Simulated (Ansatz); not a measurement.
# F2H6N2SSi2: a ladder of functionals and wavefunction methods

One table from this session's results is given with a row withheld; the runs are named, their logs left out.

Method: functionals in def2-TZVPP, the program's frozen cores in correlated methods; program: Ansatz 0.2.0, Gaussian basis.

Plan: PBE-D4, r2SCAN-D4, PBE0-D4, B3LYP-D4, ωB97X-V, ωB97M-V, B2PLYP; CCSD(T)/def2-TZVPP; MP2/def2-QZVPP; extrapolation to the limit.

## The geometry

An earlier PBE0-D4 in a triple-zeta def2 set relaxation fixed the geometry.

SMILES `N[SiH2]S[Si](N)(F)F`, 13 atoms, charge 0, spin multiplicity 1.

Atoms are counted from 1 here; the program's logs count them from 0.

Bond lengths: N1–Si2 1.705 Å, N1–H8 1.008 Å, N1–H9 1.007 Å, Si2–S3 2.173 Å, Si2–H10 1.479 Å, Si2–H11 1.480 Å, S3–Si4 2.091 Å, Si4–N5 1.697 Å, Si4–F6 1.588 Å, Si4–F7 1.586 Å, N5–H12 1.008 Å, N5–H13 1.009 Å. Angles: Si2–N1–H8 118.7°, Si2–N1–H9 120.7°, H8–N1–H9 111.9°, N1–Si2–S3 117.6°, N1–Si2–H10 108.5°, N1–Si2–H11 108.1°, S3–Si2–H10 107.3°, S3–Si2–H11 102.4°, H10–Si2–H11 113.1°, Si2–S3–Si4 97.2°, S3–Si4–N5 111.9°, S3–Si4–F6 106.2°, S3–Si4–F7 113.9°, N5–Si4–F6 114.5°, N5–Si4–F7 105.2°, F6–Si4–F7 105.1°, Si4–N5–H12 119.0°, Si4–N5–H13 119.1° and more.

Set-up of the first run:

in.yaml reads:

```yaml
crystal:
  periodic: [false, false, false]
  atoms:
    - {symbol: N, position_ang: [1.941271, -0.955469, -0.331232]}
    - {symbol: Si, position_ang: [1.499339, 0.688612, -0.421171]}
    - {symbol: S, position_ang: [0.251634, 1.485898, 1.169383]}
    - {symbol: Si, position_ang: [-1.567523, 0.710867, 0.490597]}
    - {symbol: N, position_ang: [-1.453064, -0.940862, 0.119380]}
    - {symbol: F, position_ang: [-2.641852, 1.062890, 1.605806]}
    - {symbol: F, position_ang: [-2.105578, 1.398990, -0.833013]}
    - {symbol: H, position_ang: [1.239108, -1.655197, -0.512378]}
    - {symbol: H, position_ang: [2.618384, -1.269776, 0.344783]}
    - {symbol: H, position_ang: [0.782376, 0.912239, -1.695130]}
    - {symbol: H, position_ang: [2.729550, 1.502870, -0.297238]}
    - {symbol: H, position_ang: [-1.138513, -1.580647, 0.831549]}
    - {symbol: H, position_ang: [-2.155121, -1.360412, -0.471346]}
basis:
  gaussian: {orbitals: def2-TZVPP}
hamiltonian: {xc: pbe, dispersion: d4}
output: {forces: true, orbitals: {seedname: orbitals}}
```

Launch:

```console
$ ansatz run in.yaml --threads 2 --pin off --events-out ev --progress --plain --max-ram 22528MiB --backend cuda --devices 0, --max-vram 18GiB
```

Among the steps run: PBE-D4 (GGA); r2SCAN-D4 (meta-GGA); PBE0-D4 (hybrid); B3LYP-D4 (hybrid); ωB97X-V (range-separated); ωB97M-V (range-separated); B2PLYP (double hybrid); CCSD(T) in def2-TZVPP; MP2 in def2-QZVPP.

One table of the session follows, with a row left open; its other results are not shown here.

| method | atomisation energy (kJ/mol) |
| --- | --- |
| PBE-D4 | 4883.5 |
| r2SCAN-D4 | 4819.6 |
| PBE0-D4 | ? |
| B3LYP-D4 | 4815.2 |
| ωB97X-V | 4860.3 |
| ωB97M-V | 4855.8 |
| B2PLYP | 4759.1 |
| HF/def2-TZVPP | 3409.9 |
| MP2/def2-TZVPP | 4783.0 |
| CCSD/def2-TZVPP | 4594.3 |
| CCSD(T)/def2-TZVPP | 4671.5 |
| MP2/CBS | 4956.0 |
| CCSD(T)/CBS | 4844.5 |

Estimate the missing values for PBE0-D4.

As computed: atomisation energy (kJ/mol): 4787.4. In the column «atomisation energy (kJ/mol)» it lies between MP2/def2-TZVPP (4783.0) and B3LYP-D4 (4815.2).
